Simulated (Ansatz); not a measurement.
**In3As: band structure with PBEsol**

Crystal: In3As.

```
CELL_PARAMETERS angstrom
4.67168 0.00000 0.00000
0.00000 4.67168 0.00000
0.00000 0.00000 4.67168
ATOMIC_POSITIONS crystal
In 0.50000 0.50000 0.00000
In 0.50000 0.00000 0.50000
In 0.00000 0.50000 0.50000
As 0.00000 0.00000 0.00000
```

The cell comes from a database or a generator and needn't be the stable form of this composition.

* Program: Ansatz 0.2.0
* Task: band structure
* Functional: PBEsol
* Potentials or basis: Ansatz PAW
* Cutoff: 420 eV (not typed: the program's choice for these potentials)
* k mesh: 6 × 6 × 6
* Occupations: fermi-dirac, width 0.05 eV
* Spin: spin-orbit coupling, no magnetisation
* Path: [["G", "X", "M", "G", "R", "X"], ["M", "R"]]
* Points for each segment of the path: 14

```yaml
Pressure: -2.4 GPa
Band_gap_on_the_k_mesh: none (metal or under the smearing width)
```

Levels at the corners of the path, in eV from the Fermi level:
```
point  band 50  band 51  band 52  band 53  band 54  band 55  band 56  band 57  band 58  band 59
    Γ    -2.82    -1.87    -1.87    -1.87    -1.87     2.09     2.09     2.10     2.10     2.10
    X    -1.46    -1.18    -1.18    -0.18    -0.18     0.06     0.06     0.12     0.12     1.50
    M    -0.73    -0.39    -0.39     0.43     0.43     0.52     0.52     1.72     1.72     1.97
    Γ    -2.82    -1.87    -1.87    -1.87    -1.87     2.09     2.09     2.10     2.10     2.10
    R    -3.94    -3.93    -3.93    -3.93    -3.93    -3.35    -3.35     4.63     4.63     4.76
    X    -1.46    -1.18    -1.18    -0.18    -0.18     0.06     0.06     0.12     0.12     1.50
    M    -0.73    -0.39    -0.39     0.43     0.43     0.52     0.52     1.72     1.72     1.97
    R    -3.94    -3.93    -3.93    -3.93    -3.93    -3.35    -3.35     4.63     4.63     4.76
```

Run time: 100 s on 2 threads of Intel(R) Xeon(R) Processor @ 2.50GHz (Skylake/Cascade Lake), on a shared host, peak memory 0.89 GiB.

Caveat: the PAW data sets come from PBE, with cores solved anew for the run's functional, which leaves a small shift of forces and pressure.
